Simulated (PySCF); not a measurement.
# Cl2Co (CoCl2): the cost of one run

Programs: PySCF 2.14.0, with density-fitted response routines of our own. Each step states its level of theory. These are calculated values for one molecule in the gas phase, unless marked as measured. Atoms count from 0, in the outputs and in this text.

### Step 1. The starting structure

3 atoms, charge 0, multiplicity 4; geometry from: GFN2-xTB. The atoms were then displaced at random by about 0.03 Å, so the start is not that level's minimum.

Bonds of the start (Å): Co0–Cl1 1.93, Co0–Cl2 1.99.

### Step 2. Optimising the geometry at PBE0-D3(BJ)/def2-SVP

The job: settings as JSON, then the geometry in Å.

```
{"job": {"xc": "PBE0", "basis": "def2-SVP", "d3": "d3bj", "grid": 1, "maxiter": 40, "shake": 0.03, "kind": "geom"}, "charge": 0, "multiplicity": 4}
Co     0.061400    -0.076570     0.012770
Cl    -0.032000    -0.032320     1.940700
Cl    -0.045810     0.011680    -1.973370
```

The run is started by

```bash
> OMP_NUM_THREADS=1 python probes_run.py task.json out
```

One launch serves the whole session: the jobs run in the order shown.

Q: Estimate the wall time and peak memory of this first job on 1 thread of Arm Neoverse V2, shared host.

About 53 s, with a peak of 0.29 GiB.
